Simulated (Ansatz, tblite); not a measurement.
**The cluster Sr₅O₆: one state, many levels**

How do method and basis change the picture of the cluster Sr₅O₆ (singlet)?

The runs use Ansatz 0.2.0, Gaussian basis; as each input shows.

Plan: GFN1-xTB, GFN2-xTB, PBE-D4/def2-TZVP, r2SCAN-D4/def2-TZVP, LC-ωPBE/def2-TZVP, revPBE-D4/def2-TZVP, PBE-D4/def2-SVP, PBE0-D4/def2-SVP, MP2/def2-TZVP.

2 further runs of the same task are left out: 2 set aside as unsound or not needed. Runs told in other sessions of the task aren't counted.

## (1) The relaxed structure

The singlet was relaxed beforehand with PBE-D4/def2-SVP. At that level it is the lowest of the isomers that a small search found.

11 atoms, charge 0, spin multiplicity 1.

Bond lengths: Sr1–O6 2.395 Å, Sr1–O7 2.664 Å, Sr1–O8 2.315 Å, Sr1–O11 2.369 Å, Sr2–O7 2.399 Å, Sr2–O10 2.277 Å, Sr2–O11 2.266 Å, Sr3–O6 2.447 Å, Sr3–O9 2.440 Å, Sr3–O10 2.332 Å, Sr3–O11 2.348 Å, Sr4–O7 2.285 Å, Sr4–O8 2.108 Å, Sr5–O6 2.423 Å, Sr5–O7 2.431 Å, Sr5–O9 2.402 Å, Sr5–O10 2.295 Å. Angles: O6–Sr1–O7 80.7°, O6–Sr1–O8 136.4°, O6–Sr1–O11 83.1°, O7–Sr1–O8 76.7°, O7–Sr1–O11 81.6°, O8–Sr1–O11 128.8°, O7–Sr2–O10 84.8°, O7–Sr2–O11 89.9°, O10–Sr2–O11 84.7°, O6–Sr3–O9 35.8°, O6–Sr3–O10 87.3°, O6–Sr3–O11 82.4°, O9–Sr3–O10 83.5°, O9–Sr3–O11 116.8°, O10–Sr3–O11 81.7°, O7–Sr4–O8 89.7°, O6–Sr5–O7 85.1°, O6–Sr5–O9 36.3° and more.

Sr takes a core potential in the def2 sets. No spin-orbit coupling is included.

PBE0-D4/def2-TZVP was run before; its log isn't repeated, and its numbers join the tables.

## (2) GFN1-xTB

Tight binding, by tblite at 300 K electronic temperature and without a spin-polarisation term:

```python
tblite.interface.Calculator('GFN1-xTB', numbers, positions, charge=0, uhf=0).singlepoint()
```

Energy -849.0687 eV, HOMO -9.31 eV, LUMO -8.41 eV; 0.03 s.

## (3) GFN2-xTB

Tight binding, by tblite at 300 K electronic temperature and without a spin-polarisation term:

```python
tblite.interface.Calculator('GFN2-xTB', numbers, positions, charge=0, uhf=0).singlepoint()
```

Energy -729.8398 eV, HOMO -10.53 eV, LUMO -10.44 eV; 1.9 s.

## (4) PBE-D4/def2-TZVP

start.molden holds the orbitals of an earlier run on this state, given as this run's starting guess.

in.yaml

```yaml
crystal:
  periodic: [false, false, false]
  atoms:
    - {symbol: Sr, position_ang: [0.271260, -1.789496, -0.199988]}
    - {symbol: Sr, position_ang: [-1.968882, 0.605285, 1.087666]}
    - {symbol: Sr, position_ang: [1.268212, 0.604527, 2.260842]}
    - {symbol: Sr, position_ang: [-1.980538, -1.098474, -2.773260]}
    - {symbol: Sr, position_ang: [0.668562, 1.850119, -0.816891]}
    - {symbol: O, position_ang: [1.917096, -0.060402, -0.003383]}
    - {symbol: O, position_ang: [-1.144337, 0.262861, -1.139146]}
    - {symbol: O, position_ang: [-0.970288, -2.735128, -1.909674]}
    - {symbol: O, position_ang: [2.663270, 1.193776, 0.348280]}
    - {symbol: O, position_ang: [-0.244363, 2.080565, 1.276053]}
    - {symbol: O, position_ang: [-0.479992, -0.913622, 1.869491]}
basis:
  gaussian: {orbitals: def2-TZVP, initial_orbitals: start.molden}
hamiltonian: {xc: pbe, dispersion: d4}
scf: {omitted_lower_state_checks: [starts]}
output: {orbitals: {seedname: orbitals}}
```

Command:

```console
$ ansatz run in.yaml --threads 4 --pin off --events-out ev --progress --plain --max-ram 6963MiB
```

Further steps of the session: r2SCAN-D4/def2-TZVP; LC-ωPBE/def2-TZVP; revPBE-D4/def2-TZVP; PBE-D4/def2-SVP; PBE0-D4/def2-SVP; MP2/def2-TZVP.

Before running them: what should the planned runs give, taken together? Wanted: gap in def2-TZVP, named functionals, smallest and largest; correlation energy, MP2/def2-TZVP; binding an atom, functionals in def2-TZVP; PBE0 total energy, smallest basis above largest.

As calculated:

| quantity | value |
| --- | --- |
| gap in def2-TZVP, named functionals, smallest and largest | 1.18 eV (revPBE-D4), 6.82 eV (LC-ωPBE) |
| correlation energy, MP2/def2-TZVP | -65.38 eV |
| binding an atom, functionals in def2-TZVP | 3.82 (PBE0-D4) to 4.11 eV (PBE-D4) |
| PBE0 total energy, smallest basis above largest | 15.59 eV (def2-SVP, def2-TZVP) |

In words: Orbital gaps of the named functionals in def2-TZVP span 1.18 eV (revPBE-D4) to 6.82 eV (LC-ωPBE); exact exchange widens it.
